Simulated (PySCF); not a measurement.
# C₇H₈O₂: excited states, part 2 of 2

PySCF 2.14.0. Atoms count from 0. Earlier steps stand in the parts before.

## Step 7: Excited states: TDA wB97X-D/def2-SVP in water

What the job is given:

```
{"job": {"kind": "states", "xc": "wB97X-D", "basis": "def2-SVP", "tda": true, "soc": true, "nstates": 20, "ntriplets": 5, "nquad": 4, "solvent": "water", "frozen_core": false, "scf": {"aux": "def2-qzvpp-jkfit"}}, "charge": 0, "multiplicity": 1}
C      2.918780    -0.011925    -0.764191
C      1.999007    -0.319112     0.328872
C      1.592014    -0.977430     1.364832
C      0.664220     0.135321     0.904382
C     -0.565815    -0.195986     0.203158
C     -1.678491     0.547856     0.200004
C     -2.863067     0.127574    -0.541007
O     -2.967561    -0.869864    -1.215941
O     -3.885074     0.997103    -0.399346
H      3.805010    -0.641652    -0.708169
H      2.420132    -0.177866    -1.719628
H      3.216470     1.035917    -0.720601
H      1.688407    -1.735551     2.099952
H      0.629745     1.058153     1.478841
H     -0.569599    -1.120954    -0.361424
H     -1.758253     1.478421     0.740352
H     -4.652921     0.682025    -0.899996
```

Method: TDA wB97X-D/def2-SVP excited states, vertical, IEF-PCM water (non-equilibrium response), spin-orbit mean-field couplings.

Standard output:

```text
final grid: 143848 points
cycle   1  E = -421.3112659481  dE =  1.872e+00  |g| = 9.312e-01  |ddm| = 4.522e+00
cycle   2  E = -421.2572289606  dE =  5.404e-02  |g| = 1.139e+00  |ddm| = 2.011e+00
cycle   3  E = -421.4835296354  dE = -2.263e-01  |g| = 1.116e-01  |ddm| = 1.119e+00
cycle   4  E = -421.4855616176  dE = -2.032e-03  |g| = 5.900e-02  |ddm| = 1.355e-01
cycle   5  E = -421.4862376681  dE = -6.761e-04  |g| = 9.950e-03  |ddm| = 5.561e-02
cycle   6  E = -421.4862718379  dE = -3.417e-05  |g| = 3.592e-03  |ddm| = 1.703e-02
cycle   7  E = -421.4862774686  dE = -5.631e-06  |g| = 1.160e-03  |ddm| = 7.241e-03
cycle   8  E = -421.4862785746  dE = -1.106e-06  |g| = 6.117e-04  |ddm| = 3.761e-03
cycle   9  E = -421.4862787568  dE = -1.822e-07  |g| = 1.448e-04  |ddm| = 1.522e-03
cycle  10  E = -421.4862787763  dE = -1.946e-08  |g| = 7.674e-05  |ddm| = 5.344e-04
cycle  11  E = -421.4862787787  dE = -2.387e-09  |g| = 1.970e-05  |ddm| = 1.658e-04
cycle  12  E = -421.4862787789  dE = -2.416e-10  |g| = 7.971e-06  |ddm| = 7.016e-05
converged SCF energy = -421.4862787789

Singlet excitations
state   eV       nm        f     d(h-e)  d(exc)  Lambda  PR(NTO)  |dmu|/D   mu/D   main configurations
  1   5.3248   232.8   0.00133   1.211   2.648   0.391   1.014    4.157    1.284   H-2->L 0.88
  2   5.6011   221.4   0.03268   2.227   3.498   0.402   1.023    8.686   11.747   H-1->L 0.90
  3   5.6445   219.7   0.70492   0.642   3.027   0.705   1.093    2.510    5.725   H->L 0.87
  4   6.5568   189.1   0.19751   0.874   2.955   0.460   1.100    3.137    2.297   H->L+1 0.83
  5   7.2707   170.5   0.12462   0.576   2.757   0.705   1.975                     H-1->L+1 0.59, H-4->L 0.18, H-5->L 0.11
  6   7.5857   163.4   0.06635   0.249   2.591   0.588   1.366                     H-1->L+1 0.22, H-4->L+1 0.19, H-4->L 0.19
  7   7.7392   160.2   0.07069   1.667   3.204   0.568   1.153                     H-3->L 0.87
  8   7.8525   157.9   0.00176   0.207   2.640   0.543   1.229                     H-6->L 0.82
  9   8.2113   151.0   0.02034   0.747   3.060   0.586   1.387                     H-5->L 0.47, H-4->L 0.36
 10   8.4936   146.0   0.04214   0.281   2.895   0.525   1.618                     H-4->L+1 0.27, H-7->L 0.18, H-5->L 0.14
 11   8.8261   140.5   0.00029   2.137   3.520   0.334   1.093                     H-2->L+3 0.45, H-2->L+1 0.27, H-2->L 0.08
 12   8.9701   138.2   0.00228   0.355   3.120   0.361   1.125                     H->L+5 0.74
 13   9.0697   136.7   0.01881   0.390   3.157   0.483   1.661                     H-7->L 0.59, H-4->L+1 0.10
 14   9.1903   134.9   0.05040   0.634   3.097   0.492   2.267                     H-5->L+1 0.35, H->L+3 0.18, H-3->L+1 0.08
 15   9.2927   133.4   0.02141   1.552   3.383   0.371   1.157                     H-1->L+2 0.78
 16   9.3650   132.4   0.01922   1.120   3.572   0.374   1.211                     H->L+2 0.51, H->L+5 0.13, H->L+7 0.11
 17   9.5760   129.5   0.01741   0.136   3.327   0.487   2.972                     H->L+3 0.27, H-1->L+5 0.13, H-1->L+7 0.08
 18   9.6144   129.0   0.02239   0.118   3.219   0.434   2.368                     H-1->L+7 0.17, H-1->L+3 0.17, H-1->L+6 0.13
 19   9.7299   127.4   0.04067   0.697   3.446   0.353   1.840                     H-2->L+4 0.37, H-2->L+3 0.15, H-1->L+5 0.12
 20   9.7553   127.1   0.08179   1.981   4.242   0.319   2.061                     H-2->L+1 0.36, H-1->L+5 0.18, H-2->L+4 0.13

Triplet excitations (Tamm-Dancoff)
state   eV     d(h-e)  d(exc)  Lambda  PR(NTO)   main configurations
  1   3.6614   0.212   2.571   0.726   1.022   H->L 0.89
  2   4.4257   0.198   2.298   0.653   1.017   H-1->L+1 0.64, H-1->L 0.32
  3   4.9549   1.153   2.554   0.391   1.011   H-2->L 0.87
  4   5.6727   2.050   3.367   0.511   1.043   H-1->L 0.61, H-1->L+1 0.29
  5   5.8942   0.945   2.628   0.546   1.688   H-3->L 0.61, H->L+1 0.21
S1 - T1 = 1.6633 eV

Spin-orbit couplings |<S|Hso|T>| (cm-1)
             T1       T2       T3       T4       T5
S0        1.178    0.755   45.330    8.247    5.280
S1       17.246    0.426    0.600    3.440   28.309
S2        3.590    3.808    3.394    2.580    6.906
S3        1.251    2.681   15.688    3.366    2.145
S4        2.978    2.165    8.960    2.537    1.484
S5        2.114    6.414    1.173    8.174    4.778
S6        2.227    5.869    4.210    0.668    5.785
S7        0.827    0.973   31.128    5.241    0.683
S8        5.271    2.346   17.862    1.545    8.425
S9        0.988    1.884    7.912    1.105    1.569
S10       4.540    3.129   18.695    7.234    3.390
S11       4.878    0.427    7.060    0.432    6.746
S12       3.950    0.236    5.085    0.495    0.529
S13       8.168    0.557   28.602    1.042    3.089
S14       3.177    0.700   10.350    1.608    1.593
S15       0.432    1.006    1.984    1.454    0.567
S16       3.106    0.242    2.899    0.574    0.877
S17       1.251    2.664    4.566    1.340    2.418
S18       0.826    4.641    4.487    2.670    3.735
S19       0.622    1.534    5.895    1.569    0.690
S20       1.153    0.772    3.909    1.200    2.734
T1 sublevels (cm-1): 0.000 0.003 0.008   radiative rates (1/s): 0.198 0.229 0.0474
```

Wall time 89 s (1 thread of Arm Neoverse N1, shared host); peak memory 0.93 GiB.

In short:

```csv
quantity,value
S1 less T1,1.66 eV
```

## Step 8: What came out

What follows sums up all 2 parts.

| quantity | value |
| --- | --- |
| S1 less T1 (step 2, TDA B3LYP/def2-SVP) | 1.18 eV |
| potential on the surface of density 0.002 e/bohr³, 1st and 99th percentile | -1.85 V and 2.00 V |
| S1 less T1 (step 4, TDA revPBE/def2-SVP) | 0.55 eV |
| S1 less T1 (step 5, TDA KT2/jun-cc-pV(D+d)Z in methanol) | 0.72 eV |
| S1 less T1 (step 6, TDA LC-wPBE/def2-SVP) | 1.80 eV |
| S1 less T1 (step 7, TDA wB97X-D/def2-SVP in water) | 1.66 eV |
| runs | 1 failed, 0 ended on unsound input |

In words: In step 2, the number of triplets below S1 is 3, and the largest singlet-triplet spin-orbit coupling is S0–T3, 42.38 cm⁻¹. By nearest atom (B3LYP/def2-SVP), the HOMO sits on C5 32 %; C4 17 % and the LUMO on C4 26 %; C5, C6 about 14 % each. In step 4 hole and electron of S1 lie 2.4 Å apart, a charge-transfer state, which a functional without long-range exact exchange places too low; S1, its gap to T1 and the count of triplets below it are unsure. In step 4, the number of triplets below S1 is 2, and the largest singlet-triplet spin-orbit coupling is S0–T2, 34.95 cm⁻¹. In step 5 hole and electron of S1 lie 3.1 Å apart, a charge-transfer state, which a functional without long-range exact exchange places too low; S1, its gap to T1 and the count of triplets below it are unsure. In step 5, the number of triplets below S1 is 2, and the largest singlet-triplet spin-orbit coupling is S0–T3, 33.82 cm⁻¹. In step 6, the number of triplets below S1 is 3, and the largest singlet-triplet spin-orbit coupling is S0–T3, 48.69 cm⁻¹. In step 7, the number of triplets below S1 is 3, and the largest singlet-triplet spin-orbit coupling is S0–T3, 45.33 cm⁻¹. The orbital labels of the leading configurations differ from run to run, so check that S1 and T1 are the same states before comparing rows.
